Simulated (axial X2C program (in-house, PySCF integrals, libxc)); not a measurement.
# A two-component session on WCl: properties at the nuclei

Wanted for WCl: properties at the nuclei, at the two-component level.

Computed with an in-house X2C program for linear molecules on PySCF integrals. Level: two-component X2C with atomic mean-field terms, W dyall-cv3z, Cl dyall-av3z.

All values are calculated.

## 1. Set-up

task.json reads:

```json
{"zs": [74, 17], "q": 0, "bas": ["dyall-cv3z", "dyall-av3z"], "r0": 2.36, "levels": ["PBE0", "HF", "B3LYP", "BP86", "LDA"], "nst": 3}
```

Keys: zs atomic numbers; q charge; bas basis sets; r0 starting distance in Å; levels methods (HF also brings MP2); nst determinants followed.

Launch:

```
$ python soeom.py task.json out
```

After this run come: Expectation values, lowest determinant; Expectation values, a higher determinant; Expectation values, a higher determinant.

What does the calculation give? Wanted: lowest determinant; Eeff magnitude; Ws magnitude W; A∥/gI W; qzz W; higher determinant (for each run or level that gives them).

The runs gave:

```
                                        quantity                                                       value
                              lowest determinant                     Ω = 5/2 (excess of +ω over −ω: ω = 5/2)
                    Eeff magnitude (GV/cm), PBE0                                                        21.1
                      Ws magnitude W (kHz), PBE0                                                        8.87
                             A∥/gI W (MHz), PBE0                                                        2030
                              qzz W (a.u.), PBE0                                                        0.09
                              higher determinant  Ω = 3/2 (excess of +ω over −ω: ω = 1/2, ω = -3/2, ω = 5/2)
Eeff magnitude (GV/cm), PBE0, higher determinant                                                        44.1
  Ws magnitude W (kHz), PBE0, higher determinant                                                        31.8
         A∥/gI W (MHz), PBE0, higher determinant                                                        3890
          qzz W (a.u.), PBE0, higher determinant                                                       -6.04
                              higher determinant                     Ω = 1/2 (excess of +ω over −ω: ω = 1/2)
Eeff magnitude (GV/cm), PBE0, higher determinant                                                        4.02
  Ws magnitude W (kHz), PBE0, higher determinant                                                         4.7
         A∥/gI W (MHz), PBE0, higher determinant                                                        2810
          qzz W (a.u.), PBE0, higher determinant                                                       -4.90
```

**Reading.** In the first state, the effective field runs from 20.2 to 28.3 GV/cm over the mean-field levels. The expectation values come from single determinants, which for open shells can mix terms of unlike spin or miss the lowest Ω, so a determinant need not be a state. Eeff is the effective electric field on the electron dipole moment in this Ω state and Ws the scalar–pseudoscalar constant (defined with the proton number Z and per Ω); A∥ is the parallel hyperfine constant, which follows by multiplying with the nuclear g factor gI = μI/(I μN); qzz is the electric field gradient, eQq0 = 234.96 MHz × Q/barn × qzz; μ is positive if Cl is the positive end. The operators were transformed with the bare-nucleus X2C matrices.
